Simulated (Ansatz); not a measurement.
Runs of Ansatz 0.2.0 on GaF. It takes space group Pm-3m (No. 221, cubic). Conventional cell: a = 3.166 Å, b = 3.166 Å, c = 3.166 Å, α = 90.00°, β = 90.00°, γ = 90.00°. Ga (site symmetry m-3m) is surrounded by 8 F at 2.74 Å. Around F (site symmetry m-3m) lie 8 Ga at 2.74 Å. The cell was built by a generator and needn't be a form met in nature.

```csv
task,potentials or basis,k mesh,cutoff (eV),smearing,basis error allowed,gap on the mesh (eV),pressure (GPa)
electric field gradients,all-electron PAW datasets made for the crystal,8 × 8 × 8,240,fermi-dirac 0.05 eV,-,0.33,0.0
single point,"all-electron LAPW, scalar-relativistic",5 × 5 × 5,197,fermi-dirac 0.03 eV,0.002 eV/atom,2.34,(a)
Wannier functions,all-electron PAW datasets made for the crystal,8 × 8 × 8,270,fixed,-,0.33,0.0
dielectric tensor,all-electron PAW datasets made for the crystal,8 × 8 × 8,270,fixed,-,0.33,-
```

Alike in all rows: level PBE; no spin polarisation; cell as given.

Question: Estimate the missing entries.

Answer: (a) -0.2.

Caveats: an odd mesh through Γ misses points on the zone boundary, where band edges often lie (some runs); the gap is small at this level, which inflates the dielectric constant (some runs).

A k mesh can miss the band edges, and the runs leave out spin-orbit coupling on Ga.

The runs don't all hold the same shells in valence.
